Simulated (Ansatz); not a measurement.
# FGeH₅OSSi: one species, many methods

The task here is to estimate one member of a computed series from the others.

Method: functionals in def2-TZVPP, the program's frozen cores in correlated methods; program: Ansatz 0.2.0, Gaussian basis.

Levels to be run: PBE-D4, r2SCAN-D4, PBE0-D4, B3LYP-D4, ωB97X-V, ωB97M-V, B2PLYP; CCSD(T)/def2-TZVPP; MP2/def2-QZVPP; extrapolation to the limit.

## The geometry

The geometry comes from an earlier relaxation with PBE0-D4 in a triple-zeta def2 set; it is a stationary point, not always the lowest conformer.

SMILES `O[SiH](F)[S][GeH3]`, 10 atoms, charge 0, spin multiplicity 1.

Atoms are counted from 1 here; the program's logs count them from 0.

Bond lengths: O1–Si2 1.634 Å, O1–H6 0.959 Å, Si2–F3 1.598 Å, Si2–S4 2.097 Å, Si2–H7 1.476 Å, S4–Ge5 2.241 Å, Ge5–H8 1.533 Å, Ge5–H9 1.534 Å, Ge5–H10 1.532 Å. Angles: Si2–O1–H6 117.9°, O1–Si2–F3 107.4°, O1–Si2–S4 108.4°, O1–Si2–H7 113.5°, F3–Si2–S4 112.4°, F3–Si2–H7 106.0°, S4–Si2–H7 109.2°, Si2–S4–Ge5 98.4°, S4–Ge5–H8 109.7°, S4–Ge5–H9 104.0°, S4–Ge5–H10 109.7°, H8–Ge5–H9 110.9°, H8–Ge5–H10 111.4°, H9–Ge5–H10 110.9°.

Geometry (Å):

```
O    -0.2739    1.1086    1.2485
Si   -0.5541   -0.5004    1.3103
F    -2.0698   -0.7381    0.8646
S     0.8113   -1.4599    0.0399
Ge    0.8182    0.0384   -1.6270
H    -0.9695    1.6968    1.5490
H    -0.4344   -1.0672    2.6677
H    -0.6143    0.5055   -1.9081
H     1.3843   -0.7378   -2.8228
H     1.7274    1.2146   -1.2587
```

The first run:

in.yaml

```yaml
crystal:
  periodic: [false, false, false]
  atoms:
    - {symbol: O, position_ang: [-0.273883, 1.108552, 1.248489]}
    - {symbol: Si, position_ang: [-0.554061, -0.500366, 1.310269]}
    - {symbol: F, position_ang: [-2.069836, -0.738058, 0.864611]}
    - {symbol: S, position_ang: [0.811267, -1.459862, 0.039865]}
    - {symbol: Ge, position_ang: [0.818204, 0.038442, -1.627029]}
    - {symbol: H, position_ang: [-0.969544, 1.696751, 1.549035]}
    - {symbol: H, position_ang: [-0.434382, -1.067172, 2.667749]}
    - {symbol: H, position_ang: [-0.614255, 0.505529, -1.908103]}
    - {symbol: H, position_ang: [1.384278, -0.737831, -2.822783]}
    - {symbol: H, position_ang: [1.727411, 1.214615, -1.258704]}
basis:
  gaussian: {orbitals: def2-TZVPP}
hamiltonian: {xc: pbe, dispersion: d4}
output: {forces: true, orbitals: {seedname: orbitals}}
```

Among the steps run: PBE-D4 (GGA); r2SCAN-D4 (meta-GGA); PBE0-D4 (hybrid); B3LYP-D4 (hybrid); ωB97X-V (range-separated); ωB97M-V (range-separated); B2PLYP (double hybrid); CCSD(T) in def2-TZVPP; MP2 in def2-QZVPP.

One of the session's tables, all rows but one given; the rest of the session is left out.

It belongs to the step «Atomisation energies». 

```
            method  atomisation energy (kcal/mol)
            PBE-D4                          806.0
         r2SCAN-D4                          807.7
           PBE0-D4                          793.8
          B3LYP-D4                          797.4
           ωB97X-V                          810.9
           ωB97M-V                          806.0
            B2PLYP                          791.9
     HF/def2-TZVPP                          582.1
    MP2/def2-TZVPP                          801.6
   CCSD/def2-TZVPP                          775.3
CCSD(T)/def2-TZVPP                          787.5
           MP2/CBS                          825.1
       CCSD(T)/CBS                              ?
```

Estimate the missing values for CCSD(T)/CBS.

As computed: atomisation energy (kcal/mol): 811.0. In the column «atomisation energy (kcal/mol)» it lies between ωB97X-V (810.9) and MP2/CBS (825.1).
